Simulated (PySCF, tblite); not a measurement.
# Cl₃GeH₃OTi, a small molecule taken as a stand-in for a surface group (germyl): NMR shifts, core binding energies and electronic excitations, part 2 of 2

tblite 0.8.0 and PySCF 2.14.0. Atoms count from 0, parts from 1.

### 5 X-ray photoelectron lines: SCAN, X2C

What the job is given:

```
{"job": {"kind": "xps", "holes": 5}, "charge": 0, "multiplicity": 1}
Ge     1.398131     0.959428    -0.678168
O      0.269470    -0.126590     0.224850
Ti    -1.198271    -0.897168     0.658670
Cl    -0.955944    -3.058230     0.483827
Cl    -2.716037    -0.187463    -0.739888
Cl    -1.731971    -0.335687     2.697751
H      1.506195     0.369568    -2.088586
H      0.751306     2.348655    -0.658698
H      2.721372     0.904420     0.091666
```

With the program's defaults for keys left out, this is: delta-SCF UKS SCAN, pcX-2 on the ionised atom, pcseg-1 elsewhere, spin-free X2C.

Standard output:

```text
ground state, core basis on atom 1 (O), 172 functions
  cycle   1  E = -4408.75736916  |g| = 1.18e+00
  cycle   2  E = -4395.87073596  |g| = 7.18e+00
  cycle   3  E = -4408.84157385  |g| = 1.04e+00
  cycle   4  E = -4408.75994664  |g| = 1.11e+00
  cycle   5  E = -4409.03395536  |g| = 2.33e-01
  cycle   6  E = -4409.04468242  |g| = 9.53e-02
  cycle   7  E = -4409.04707152  |g| = 1.55e-02
  cycle   8  E = -4409.04712294  |g| = 2.96e-03
  cycle   9  E = -4409.04712493  |g| = 1.48e-03
  cycle  10  E = -4409.04712706  |g| = 4.34e-04
  E(ground) = -4409.10188123 Eh
hole in O 1s of atom 1
  cycle   1  E = -4388.39893740  |g| = 2.25e+00
  cycle   2  E = -4385.73146538  |g| = 3.28e+00
  cycle   3  E = -4388.14298022  |g| = 1.20e+00
  cycle   4  E = -4381.54421372  |g| = 4.43e+00
  cycle   5  E = -4382.82738439  |g| = 4.13e+00
  cycle   6  E = -4377.06694028  |g| = 5.00e+00
  cycle   7  E = -4379.77737327  |g| = 4.74e+00
  cycle   8  E = -4380.33549571  |g| = 4.65e+00
  cycle   9  E = -4380.84015010  |g| = 4.57e+00
  cycle  10  E = -4381.06914731  |g| = 4.53e+00
  cycle  11  E = -4381.00781865  |g| = 4.53e+00
  cycle  12  E = -4376.36129566  |g| = 5.04e+00
  cycle  13  E = -4384.49569792  |g| = 3.64e+00
  cycle  14  E = -4387.48443236  |g| = 1.51e+00
  cycle  15  E = -4380.48341928  |g| = 4.67e+00
  cycle  16  E = -4380.97153327  |g| = 4.57e+00
  cycle  17  E = -4376.04872535  |g| = 5.18e+00
  cycle  18  E = -4382.24271344  |g| = 4.27e+00
  cycle  19  E = -4380.93559351  |g| = 4.55e+00
  cycle  20  E = -4379.26401942  |g| = 4.77e+00
  cycle  21  E = -4380.04035416  |g| = 4.73e+00
  cycle  22  E = -4378.68327463  |g| = 4.91e+00
  cycle  23  E = -4375.42653112  |g| = 5.16e+00
  cycle  24  E = -4377.56283558  |g| = 5.01e+00
  cycle  25  E = -4378.23557187  |g| = 4.50e+00
  cycle  26  E = -4388.42022575  |g| = 1.37e+00
  cycle  27  E = -4384.77229699  |g| = 3.51e+00
  cycle  28  E = -4388.54837546  |g| = 1.34e+00
  cycle  29  E = -4389.20477770  |g| = 3.03e-01
  cycle  30  E = -4389.25546673  |g| = 1.71e-01
  cycle  31  E = -4389.27633587  |g| = 3.46e-02
  cycle  32  E = -4389.27696710  |g| = 6.04e-03
  cycle  33  E = -4389.27697580  |g| = 4.32e-03
  cycle  34  E = -4389.27698732  |g| = 9.72e-04
  cycle  35  E = -4389.27698904  |g| = 2.46e-04
  E(ion) = -4389.33262570 Eh   <S^2> = 0.7654   hole on atom = 1.000   binding energy = 537.949 eV
ground state, core basis on atom 3 (Cl), 183 functions
  cycle   1  E = -4409.19675953  |g| = 5.10e-01
  cycle   2  E = -4409.14561523  |g| = 5.06e-01
  cycle   3  E = -4408.97120857  |g| = 1.08e+00
  cycle   4  E = -4409.18978884  |g| = 2.25e-01
  cycle   5  E = -4409.19445171  |g| = 1.69e-01
  cycle   6  E = -4409.20178239  |g| = 3.35e-02
  cycle   7  E = -4409.20206396  |g| = 7.05e-03
  cycle   8  E = -4409.20207181  |g| = 2.08e-03
  cycle   9  E = -4409.20207066  |g| = 5.82e-04
  cycle  10  E = -4409.20207040  |g| = 1.45e-04
  E(ground) = -4409.24165817 Eh
hole in Cl 2p of atom 3
  cycle   1  E = -4401.13377847  |g| = 1.71e+00
  cycle   2  E = -4400.67058216  |g| = 1.66e+00
  cycle   3  E = -4400.78877141  |g| = 1.06e+00
  cycle   4  E = -4401.01573321  |g| = 1.28e+00
  cycle   5  E = -4400.99879730  |g| = 1.23e+00
  cycle   6  E = -4401.06503303  |g| = 1.17e+00
  cycle   7  E = -4401.32545545  |g| = 8.35e-01
  cycle   8  E = -4401.57282979  |g| = 3.14e-01
  cycle   9  E = -4401.61342592  |g| = 1.20e-01
  cycle  10  E = -4401.62160847  |g| = 2.36e-02
  cycle  11  E = -4401.62192142  |g| = 5.00e-03
  cycle  12  E = -4401.62193732  |g| = 1.03e-03
  cycle  13  E = -4401.62194162  |g| = 3.23e-04
  E(ion) = -4401.67142222 Eh   <S^2> = 0.7518   hole on atom = 1.001   binding energy = 205.997 eV
  2p3/2 = 205.427 eV   2p1/2 = 207.080 eV
ground state, core basis on atom 4 (Cl), 183 functions
  cycle   1  E = -4409.20129590  |g| = 4.84e-01
  cycle   2  E = -4409.19523943  |g| = 1.57e-01
  cycle   3  E = -4409.03160422  |g| = 8.72e-01
  cycle   4  E = -4409.20093070  |g| = 6.28e-02
  cycle   5  E = -4409.20177279  |g| = 3.22e-02
  cycle   6  E = -4409.20198294  |g| = 8.33e-03
  cycle   7  E = -4409.20199827  |g| = 1.68e-03
  cycle   8  E = -4409.20199930  |g| = 6.76e-04
  cycle   9  E = -4409.20199924  |g| = 8.29e-05
  E(ground) = -4409.24155497 Eh
hole in Cl 2p of atom 4
  cycle   1  E = -4401.13092439  |g| = 1.72e+00
  cycle   2  E = -4400.68741518  |g| = 1.65e+00
  cycle   3  E = -4400.80511378  |g| = 1.05e+00
  cycle   4  E = -4401.00265220  |g| = 1.29e+00
  cycle   5  E = -4401.01334353  |g| = 1.21e+00
  cycle   6  E = -4401.09725110  |g| = 1.13e+00
  cycle   7  E = -4401.36130791  |g| = 7.72e-01
  cycle   8  E = -4401.60655137  |g| = 1.71e-01
  cycle   9  E = -4401.61932140  |g| = 3.17e-02
  cycle  10  E = -4401.61972591  |g| = 1.53e-02
  cycle  11  E = -4401.61988487  |g| = 4.91e-03
  cycle  12  E = -4401.61990473  |g| = 7.08e-04
  cycle  13  E = -4401.61990575  |g| = 3.00e-04
  E(ion) = -4401.66826702 Eh   <S^2> = 0.7517   hole on atom = 1.001   binding energy = 206.080 eV
  2p3/2 = 205.510 eV   2p1/2 = 207.164 eV
ground state, core basis on atom 5 (Cl), 183 functions
  cycle   1  E = -4409.20140159  |g| = 4.84e-01
  cycle   2  E = -4409.19572736  |g| = 1.53e-01
  cycle   3  E = -4409.04087277  |g| = 8.47e-01
  cycle   4  E = -4409.20113174  |g| = 5.92e-02
  cycle   5  E = -4409.20188295  |g| = 3.01e-02
  cycle   6  E = -4409.20205412  |g| = 8.18e-03
  cycle   7  E = -4409.20207287  |g| = 1.55e-03
  cycle   8  E = -4409.20207374  |g| = 6.32e-04
  cycle   9  E = -4409.20207272  |g| = 8.22e-05
  E(ground) = -4409.24164039 Eh
hole in Cl 2p of atom 5
  cycle   1  E = -4401.13338474  |g| = 1.71e+00
  cycle   2  E = -4400.66730786  |g| = 1.66e+00
  cycle   3  E = -4400.78742044  |g| = 1.06e+00
  cycle   4  E = -4401.01179304  |g| = 1.28e+00
  cycle   5  E = -4400.99363288  |g| = 1.24e+00
  cycle   6  E = -4401.05822571  |g| = 1.18e+00
  cycle   7  E = -4401.30782843  |g| = 8.60e-01
  cycle   8  E = -4401.54209606  |g| = 4.03e-01
  cycle   9  E = -4401.61360453  |g| = 1.24e-01
  cycle  10  E = -4401.62145924  |g| = 2.55e-02
  cycle  11  E = -4401.62182124  |g| = 5.47e-03
  cycle  12  E = -4401.62183949  |g| = 1.05e-03
  cycle  13  E = -4401.62184093  |g| = 3.65e-04
  E(ion) = -4401.67082137 Eh   <S^2> = 0.7518   hole on atom = 1.001   binding energy = 206.012 eV
  2p3/2 = 205.444 eV   2p1/2 = 207.098 eV
```

Wall time 40 s (1 thread of Arm Neoverse V2, shared host); peak memory 0.64 GiB.

Binding energies by hole, beside the orbital energy of the ground state; the difference holds orbital relaxation and, for a density functional, its self-interaction error:

| hole | stands for | environment | ΔSCF (eV; 2p as the shell's mean) | −ε (eV) | ⟨S²⟩ |
| --- | --- | --- | --- | --- | --- |
| O1s on O1 | O1 | oxygen bonded to Ge, Ti | 537.95 | 517.8 | 0.765 |
| Cl2p on Cl3 | Cl3 | chlorine bonded to Ti | 205.98 | 193.6 | 0.752 |
| Cl2p on Cl4 | Cl4 | chlorine bonded to Ti | 206.06 | 193.7 | 0.752 |
| Cl2p on Cl5 | Cl5 | chlorine bonded to Ti | 206.00 | 193.6 | 0.752 |

With the spin-orbit splitting: Cl3 2p3/2 205.43, 2p1/2 207.08 eV; Cl4 2p3/2 205.51, 2p1/2 207.16 eV; Cl5 2p3/2 205.44, 2p1/2 207.10 eV. The table gives each 2p level as the mean over the whole 2p shell (two parts 2p3/2, one part 2p1/2), which differs a little from the single hole in the log.

### 6 Ultraviolet spectrum: CAM-B3LYP/def2-SVPD

The job, as its differences from that of step 5:

```diff
@@ -1,2 +1,2 @@
-{"job": {"kind": "xps", "holes": 5}, "charge": 0, "multiplicity": 1}
+{"job": {"kind": "uv", "xc": "CAM-B3LYP", "basis": "def2-SVPD", "nstates": 6, "ntriplets": 2, "ip": true}, "charge": 0, "multiplicity": 1}
 Ge     1.398131     0.959428    -0.678168
```

Level: TDDFT CAM-B3LYP/def2-SVPD, vertical, gas phase, core orbitals frozen in the response.

Standard output:

```text
coarse grid: 46416 points
cycle   1  E = -4383.3622078109  dE = -2.555e-01  |g| = 1.212e+00  |ddm| = 3.865e+00
cycle   2  E = -4375.7743423672  dE =  7.588e+00  |g| = 6.904e+00  |ddm| = 5.247e+00
cycle   3  E = -4383.6088372498  dE = -7.834e+00  |g| = 7.713e-01  |ddm| = 3.749e+00
cycle   4  E = -4383.6940262740  dE = -8.519e-02  |g| = 2.501e-01  |ddm| = 5.444e-01
cycle   5  E = -4383.7073513526  dE = -1.333e-02  |g| = 7.906e-02  |ddm| = 2.932e-01
cycle   6  E = -4383.7083776618  dE = -1.026e-03  |g| = 3.410e-02  |ddm| = 7.308e-02
cycle   7  E = -4383.7086493602  dE = -2.717e-04  |g| = 5.653e-03  |ddm| = 5.153e-02
cycle   8  E = -4383.7086555717  dE = -6.212e-06  |g| = 1.444e-03  |ddm| = 7.682e-03
final grid: 88856 points
cycle   9  E = -4383.7085253143  dE =  7.912e-07  |g| = 2.841e-03  |ddm| = 4.618e-03
cycle  10  E = -4383.7085181472  dE =  7.167e-06  |g| = 6.572e-03  |ddm| = 8.760e-03
cycle  11  E = -4383.7085269070  dE = -8.760e-06  |g| = 4.802e-04  |ddm| = 6.753e-03
cycle  12  E = -4383.7085269682  dE = -6.126e-08  |g| = 1.024e-04  |ddm| = 7.061e-04
cycle  13  E = -4383.7085269747  dE = -6.410e-09  |g| = 4.735e-05  |ddm| = 2.020e-04
cycle  14  E = -4383.7085269763  dE = -1.644e-09  |g| = 8.495e-06  |ddm| = 1.486e-04
cycle  15  E = -4383.7085269763  dE = -7.276e-12  |g| = 2.650e-06  |ddm| = 1.344e-05
converged SCF energy = -4383.7085269763

Static polarisability (au): isotropic 113.736, principal 108.354 111.160 121.695

Singlet excitations
state   eV       nm        f      main configurations
  1   4.6819    264.8   0.00137   H->L 0.55, H-1->L 0.29, H-2->L+1 0.14
  2   4.6999    263.8   0.00005   H-2->L 0.50, H-1->L+1 0.44
  3   4.7333    261.9   0.00096   H->L+1 0.44, H-1->L+1 0.35, H-2->L 0.18
  4   4.8831    253.9   0.01593   H-1->L 0.62, H-2->L+1 0.20, H->L 0.12
  5   4.9288    251.6   0.02393   H-2->L+1 0.59, H->L 0.27
  6   4.9538    250.3   0.03401   H->L+1 0.46, H-2->L 0.25, H-1->L+1 0.15

Triplet excitations (Tamm-Dancoff, eV): 4.4021 4.4302
Vertical ionisation energy (delta-SCF) = 11.2077 eV
Vertical electron affinity (delta-SCF) = 1.9635 eV
```

Run time: 5.2 min. Hardware: 1 thread of Arm Neoverse V2, shared host; peak memory 1.2 GiB.

The orbitals next to the gap, with their largest atomic shares:

| orbital | eV | atoms |
| --- | --- | --- |
| HOMO−3 | -11.34 | Cl4 27 %, Cl5 26 %, Cl3 25 % |
| HOMO−2 | -10.59 | Cl4 41 %, Cl3 22 %, Cl5 17 % |
| HOMO−1 | -10.55 | Cl5 38 %, Cl3 35 %, O1 14 % |
| HOMO | -10.40 | Cl5 35 %, Cl3 35 %, Cl4 30 % |
| LUMO | -2.04 | Ti2 76 %, Cl4 9 %, Cl5 6 % |
| LUMO+1 | -2.00 | Ti2 76 %, Cl3 8 %, Cl5 8 % |
| LUMO+2 | -1.36 | Ti2 66 %, Cl4 9 %, O1 9 % |

With each of the 6 states as a Gaussian band of 0.4 eV half-width at 1/e, the curve within the window shown has maxima at 252 nm (ε 3,000) L/(mol cm). Beyond the last state computed it falls off for lack of states. The curve at chosen wavelengths:

(nm, ε (L/mol/cm)): (236, 1573), (239, 1998), (241, 2269), (244, 2625), (247, 2886), (249, 2993), (252, 3047), (255, 2975), (257, 2865), (260, 2625), (263, 2325), (265, 2107), (268, 1772), (271, 1449), (274, 1155), (276, 980), (279, 751), (282, 564), (284, 461), (287, 335), (290, 240), (292, 190), (295, 133), (298, 91), (300, 71), (303, 48)

Further results of this job:

| property | computed |
| --- | --- |
| dipole moment (D) | 4.41 |
| polarisability (Å³) | 16.85 |
| HOMO–LUMO gap (eV) | 8.37 |
| −ε(HOMO) (eV) | 10.40 |

### 7 Summary of results

What follows sums up all 2 parts.

| quantity | value |
| --- | --- |
| point group | C1 |
| rotational constants (main isotopes) | 1.13, 0.48, 0.48 GHz |
| ¹H shifts against TMS (PBE0/pcSseg-1) | 5.64, 5.59, 5.26 ppm |
| ⁷³Ge shifts against GeMe4 (PBE0/pcSseg-1) | -32 ppm |
| ¹⁷O shifts against H2O (PBE0/pcSseg-1) | 479.9 ppm |
| ³⁵Cl shifts against HCl (PBE0/pcSseg-1) | 760, 759, 741 ppm |
| shieldings of Ti (PBE0/pcSseg-1) | Ti2 -658.0 ppm |
| Cl2p binding energies, SCAN/pcX-2 | Cl4 206.06, Cl5 206.00, Cl3 205.98 eV |
| O1s binding energies, SCAN/pcX-2 | O1 537.95 eV |
| lowest singlet (CAM-B3LYP/def2-SVPD) | 4.68 eV (265 nm), f = 0.001 |
| brightest single state of those computed | state 6, 4.95 eV, f = 0.034 |
| lowest triplet | 4.40 eV |
| vertical ionisation energy (ΔSCF) | 11.21 eV |
| vertical electron affinity (ΔSCF) | 1.96 eV |

**Reading.** Relaxing lowered the energy by 0.573 eV in 12 steps; the close pair that moved most is Ti2–Cl3, from 2.111 to 2.182 Å (PBE0/def2-SVP). Cl4 (chlorine bonded to Ti) binds its Cl2p electron 0.08 eV more tightly than Cl3 (chlorine bonded to Ti). The lowest singlet, at 4.68 eV, is HOMO→LUMO 0.55, HOMO−1→LUMO 0.29 and is weak; of the 6 states computed, the strongest absorption comes from states 5 to 6 together at 4.95 eV (the last computed, so partners may be missing). The lowest triplet lies 0.28 eV below the lowest singlet (triplets in Tamm-Dancoff, singlets in full TDDFT). The orbital energy would give 10.40 eV for ionisation, ΔSCF gives 11.21 eV. Spin-orbit coupling is left out, which matters for shieldings and couplings at and beside the heavy atoms.
